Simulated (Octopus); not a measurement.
# Ta2N (P-3m1) in Octopus: reference runs

Aim: a first look at Ta2N with PBEsol, on the cell as given.

All numbers are computed with Octopus 16.4; they aren't measurements. Logs are shortened: lines on timing, memory, paths and dates and some standing lists are left out, and cuts for length are marked.

## (1) The crystal as given

Symmetry: P-3m1, No. 164, trigonal system. Conventional cell: a = 3.113 Å, b = 3.113 Å, c = 4.870 Å, α = 90.00°, β = 90.00°, γ = 120.00°. Ta (site symmetry 3m) is surrounded by 3 N at 2.18 Å. Around N (site symmetry -3m) lie 6 Ta at 2.18 Å.

The cell comes from a database or a generator and needn't be the stable form of this composition.

## (2) Single point, PBEsol

inp reads:

```
CalculationMode = gs
UnitsOutput = eV_Angstrom
PeriodicDimensions = 3
ExperimentalFeatures = yes
PseudopotentialSet = pseudodojo_pbesol
%LatticeParameters
 1*angstrom | 1*angstrom | 1*angstrom
%
%LatticeVectors
 3.112861506 | 0 | 0
 -1.556430753 | 2.6958171426 | 0
 0 | 0 | 4.869841
%
%ReducedCoordinates
 "Ta" | 0.3333333333 | 0.6666666667 | 0.254711
 "Ta" | 0.6666666667 | 0.3333333333 | 0.745289
 "N" | 0 | 0 | 0
%
%Spacing
 0.12451446*angstrom | 0.12451446*angstrom | 0.12486772*angstrom
%
DerivativesOrder = 8
%KPointsGrid
 10 | 10 | 6
%
KPointsUseSymmetries = yes
XCFunctional = gga_x_pbe_sol + gga_c_pbe_sol
SmearingFunction = fermi_dirac
Smearing = 0.05*eV
ExtraStates = 11
Eigensolver = chebyshev_filter
ConvRelDens = 3e-7
MaximumIter = 120
%Output
 density | cube
 elf | cube
 potential | cube
%
```

Potentials or basis: pseudodojo_pbesol (PseudoDojo 0.4, PBEsol).

Started as:

```sh
$ OMP_NUM_THREADS=1 octopus > out.log
```

out.log:

```text
Running octopus

[... 13 lines left out ...]

Input: [AllElectronType = no]
Input: [PseudopotentialSet = pseudodojo_pbesol]
Reading Coordinates from ReducedCoordinates block

****************************** Species *******************************
  Species 'Ta'
    type             : pseudopotential
    file             : 'Ta.upf'
    file format      : UPF2
    valence charge   : 13.0
    atomic number    :  73
    form on file     : kleinman-bylander
    lmax             : 3
    llocal           : -1
    projectors per l : 2
    total projectors : 8
    application form : kleinman-bylander
    orbitals         : 10
    bound orbitals   : 10

  Species 'N'
    type             : pseudopotential
    file             : 'N.upf'
    file format      : UPF2
    valence charge   : 5.0
    atomic number    :   7
    form on file     : kleinman-bylander
    lmax             : 1
    llocal           : -1
    projectors per l : 2
    total projectors : 4
    application form : kleinman-bylander
    orbitals         :  4
    bound orbitals   :  4

**********************************************************************

***************************** Symmetries *****************************
Space group No.  164
International: P-3m1
Schoenflies: D3d^3
Info: The system has    12 symmorphic symmetries that can be used.
  Index                Rotation matrix                      Fractional translations
    1 :     1   0   0     0   1   0     0   0   1      0.000000    0.000000    0.000000
    2 :    -1   0   0     0  -1   0     0   0  -1      0.000000    0.000000    0.000000
    3 :     0   1   0    -1  -1   0     0   0   1      0.000000    0.000000    0.000000
    4 :     0  -1   0     1   1   0     0   0  -1      0.000000    0.000000    0.000000
    5 :    -1  -1   0     1   0   0     0   0   1      0.000000    0.000000    0.000000
    6 :     1   1   0    -1   0   0     0   0  -1      0.000000    0.000000    0.000000
    7 :     0   1   0     1   0   0     0   0  -1      0.000000    0.000000    0.000000
    8 :     0  -1   0    -1   0   0     0   0   1      0.000000    0.000000    0.000000
    9 :     1   0   0    -1  -1   0     0   0  -1      0.000000    0.000000    0.000000
   10 :    -1   0   0     1   1   0     0   0   1      0.000000    0.000000    0.000000
   11 :    -1  -1   0     0   1   0     0   0  -1      0.000000    0.000000    0.000000
   12 :     1   1   0     0  -1   0     0   0   1      0.000000    0.000000    0.000000
Info: The system also has     0 nonsymmorphic symmetries (not used for electrons).
**********************************************************************

Input: [CurvMethod = curv_affine]
Input: [DerivativesStencil = stencil_stargeneral]

****************************** Lattice *******************************
  Lattice Vectors [A]
    3.112862    0.000000    0.000000
   -1.556431    2.695817    0.000000
    0.000000    0.000000    4.869841
  Cell volume =            40.8663 [A^3]
  Reciprocal-Lattice Vectors [A^-1]
    2.018460    1.165358   -0.000000
    0.000000    2.330716    0.000000
    0.000000   -0.000000    1.290224
  Cell angles [degree]
    alpha =   90.000
    beta  =   90.000
    gamma =  120.000
**********************************************************************

Checking if the generated full k-point grid is symmetric

    72 k-points generated from parameters :
 ---------------------------------------------------
    n =   10   10    6

    s1  =  0.00  0.00  0.00

   index |      weight  |             coordinates              |
[... 123 lines left out ...]
Info: Pseudopotential for Ta
  Radii for localized parts:
    local part     =  1.4 A
    non-local part =  1.5 A
    orbitals       =  5.7 A

Info: Pseudopotential for N
  Radii for localized parts:
    local part     =  1.2 A
    non-local part =  1.0 A
    orbitals       =  4.2 A

Input: [RelativisticCorrection = non_relativistic]
[... 11 lines left out ...]
      Block       2 contains       4 states:       5 -       8
      Block       3 contains       4 states:       9 -      12
      Block       4 contains       4 states:      13 -      16
      Block       5 contains       4 states:      17 -      20
      Block       6 contains       4 states:      21 -      24
      Block       7 contains       3 states:      25 -      27
Info: Ground-state allocation done.
Info: Could not find 'restart/gs' directory for restart.
[... 18 lines left out ...]
** Warning:
**   Cannot do LCAO for all states because there are not enough atomic orbitals.
**   Required: 27. Available: 24. 3 orbitals will be randomized.

Info: Unnormalized total charge =     30.988521
Info: Renormalized total charge =     31.000000

** Warning:
**   Symmetrization discrepancy ratio (scalar) =  1.81375E-04

Info: Setting up Hamiltonian.
Info: Performing initial LCAO calculation with     24 orbitals.
Info: Getting Hamiltonian matrix elements.

Eigenvalues [eV]
 #st  Spin   Eigenvalue      Occupation
#k =       1, k = (  0.000000,  0.000000,  0.000000)
   1   --   -55.446329       2.000000
   2   --   -55.363478       2.000000
   3   --   -22.759553       2.000000
   4   --   -21.883538       2.000000
   5   --   -21.883521       2.000000
   6   --   -21.760397       2.000000
[... 16 lines left out ...]
  23   --    18.867052       0.000000
  24   --    22.788711       0.000000
#k =       2, k = (  0.100000,  0.000000,  0.000000)
   1   --   -55.424910       2.000000
   2   --   -55.345344       2.000000
   3   --   -22.721167       2.000000
   4   --   -21.887646       2.000000
   5   --   -21.821803       2.000000
   6   --   -21.744396       2.000000
[... 16 lines left out ...]
  23   --    19.303630       0.000000
  24   --    23.035153       0.000000
[... 70 further k-points ...]
Fermi energy =    16.334006 eV
Generating random wavefunctions for states       25 and above
Orthogonalizing wavefunctions.
Info: Ground-state restart information will be written to 'restart/gs'.
Info: SCF using complex wavefunctions.
Info: Starting SCF iteration.

** Warning:
**   Symmetrization discrepancy ratio (scalar) =  3.63117E-02

*********************** SCF CYCLE ITER #    1 ************************
 etot  = -3.81463934E+03 abs_ev   =  6.74E+01 rel_ev   =  1.64E-01
 ediff =        1.40E+02 abs_dens =  2.65E+00 rel_dens =  8.53E-02
Matrix vector products: 1800
Converged eigenvectors: 0

#  State  KPoint  Eigenvalue [eV]  Occupation    Error
      1       1      -55.449080    2.000000   ( 3.1E-07)
      1       2      -55.443625    2.000000   ( 5.0E-07)
      1       3      -55.443572    2.000000   ( 6.1E-07)
      1       6      -55.438354    2.000000   ( 7.3E-07)
      1       5      -55.438353    2.000000   ( 4.2E-07)
      1       4      -55.433520    2.000000   ( 4.0E-07)
      1       8      -55.428881    2.000000   ( 7.8E-07)
      1       7      -55.428708    2.000000   ( 7.4E-07)
[... 23 lines left out ...]
     27       9       28.614870    0.000000   ( 1.3E-01)
     27      29       28.888395    0.000000   ( 1.9E-01)
     27      53       29.092879    0.000000   ( 1.5E-01)
     27      18       29.103703    0.000000   ( 2.0E-01)
     27      49       29.127727    0.000000   ( 1.7E-01)
     27      42       29.545462    0.000000   ( 1.8E-01)
     27      37       29.756946    0.000000   ( 2.0E-01)
     27      32       30.161939    0.000000   ( 1.6E-01)

Density of states:

---------------------------%------------------------------------------
---------------------------%------------------------------------------
---------------------------%------------------------------------------
---------------------------%------------------------------------------
---------------------------%------------------------------------------
---------------------------%------------------------------------------
%--------------------------%--------------------%---------------------
%--------------------------%--------------------%---%---%%%-----------
%--------------------------%-------------------%%---%%-%%%%%----------
%-------------------------%%-----------%%------%%--%%%%%%%%%%%%%%%%%--
                                                      ^

Fermi energy =    12.074781 eV

**********************************************************************

*********************** SCF CYCLE ITER #    2 ************************
 etot  = -3.80832942E+03 abs_ev   =  3.59E+00 rel_ev   =  8.66E-03
 ediff =        2.32E-01 abs_dens =  1.38E+00 rel_dens =  4.44E-02
Matrix vector products: 1800
Converged eigenvectors: 0
[... 151 lines left out ...]
*********************** SCF CYCLE ITER #   15 ************************
 etot  = -3.82596504E+03 abs_ev   =  7.91E-05 rel_ev   =  1.87E-07
 ediff =        3.82E-06 abs_dens =  5.45E-06 rel_dens =  1.76E-07
Matrix vector products: 1800
Converged eigenvectors: 531

#  State  KPoint  Eigenvalue [eV]  Occupation    Error
      1       1      -56.868080    2.000000   ( 8.8E-09)
      1       2      -56.863057    2.000000   ( 1.0E-08)
      1       3      -56.863007    2.000000   ( 9.6E-09)
      1       6      -56.858202    2.000000   ( 1.0E-08)
      1       5      -56.858202    2.000000   ( 1.4E-08)
      1       4      -56.853754    2.000000   ( 1.4E-08)
      1       8      -56.849484    2.000000   ( 1.4E-08)
      1       7      -56.849322    2.000000   ( 1.4E-08)
[... 23 lines left out ...]
     27      14       26.449801    0.000000   ( 6.2E-02)
     27      25       26.458105    0.000000   ( 4.0E-02)
     27      35       26.477611    0.000000   ( 3.4E-02)
     27      29       26.552628    0.000000   ( 7.6E-02)
     27       2       26.872340    0.000000   ( 8.8E-02)
     27       9       26.877881    0.000000   ( 6.2E-02)
     27      53       26.898167    0.000000   ( 3.6E-02)
     27       3       27.671174    0.000000   ( 7.3E-02)

Density of states:

---------------------------%------------------------------------------
---------------------------%------------------------------------------
---------------------------%------------------------------------------
---------------------------%------------------------------------------
---------------------------%------------------------------------------
%--------------------------%%------------------------------%----------
%--------------------------%%-------------------------%--%-%----------
%--------------------------%%---------------------%%--%--%%%%---------
%--------------------------%%---------------------%%-%%%%%%%%%%-%%-%--
%--------------------------%%-------------%%-----%%%-%%%%%%%%%%%%%%%%-
                                                        ^

Fermi energy =    11.746143 eV

**********************************************************************

Info: SCF converged in   15 iterations

** Warning:
**   Some of the states are not fully converged!

Info: Number of matrix-vector products:      27000
Info: Writing output to static/

Info: Finished writing information to 'restart/gs'.

Octopus emitted 20 warnings.
```

Wall time 17 min (1 thread of Arm Neoverse V2, shared host); peak memory 2.4 GiB.

What came out:

```
Free energy            : -3825.9787 eV
Largest force          : 0.283 eV/Å
Band gap on the k mesh : none (metal or under the smearing width)
```

Forces on the atoms (eV/Å):
```
Ta   0.000  0.000 -0.283
Ta   0.000  0.000  0.283
N    0.000  0.000  0.000
```
